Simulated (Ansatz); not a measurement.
# Al: the cost of one run

Program: Ansatz 0.2.0. Level of theory: DFT r2SCAN, scalar-relativistic, plane waves, PAW. These are calculated values, not measurements.

This is Al in the bcc structure; at room conditions it is fcc.

1 further run of the same task is left out (set aside as unsound or not needed).

## Step 1: The system as given

Symmetry: Im-3m, No. 229, cubic system. The conventional cell has a = 3.189 Å, b = 3.189 Å, c = 3.189 Å, α = 90.00°, β = 90.00°, γ = 90.00°. Al (site symmetry m-3m) has 8 Al at 2.76 Å as nearest neighbours.

Coordinates:

```xyz
1
Lattice="-1.5944 1.5944 1.5944 1.5944 -1.5944 1.5944 1.5944 1.5944 -1.5944" Properties=species:S:1:pos:R:3 pbc="T T T"
Al    0.0000    0.0000    0.0000
```

It goes back to an entry of the Materials Project, which need not be the stable form.

It is the result of an earlier relaxation at this level (volume 16.21 Å³/atom; gap on the mesh: none (metal)).

## Step 2: The reference: the undisturbed cell on the scan's mesh

File input.yaml:

```yaml
crystal:
  lattice:
    - [-1.5943685756, 1.5943685756, 1.5943685756]
    - [1.5943685756, -1.5943685756, 1.5943685756]
    - [1.5943685756, 1.5943685756, -1.5943685756]
  atoms:
    - { symbol: Al, position: [0.0, 0.0, 0.0] }
basis:
  ecutwfc: 500
kpoints:
  mp_grid: { grid: [14, 14, 14] }
hamiltonian:
  xc: r2scan
scf:
  occupations: { method: gaussian, width: 0.15 }
output:
  forces: true
  stress: true
  eigenvalues: true
  write_density: true
  write_potential: true
  elf: true
  volumetric_format: npy
```

Launch:

```
$ ansatz run input.yaml --threads 1 --pin off --max-ram 2560MiB --backend cpu --events-out ev --progress --plain --runs-dir out
```

What time and memory should one allow on 1 thread of Oxide Virtual Turin-like (Zen 5), shared host?

About 1.5 s, with a peak of 0.36 GiB.
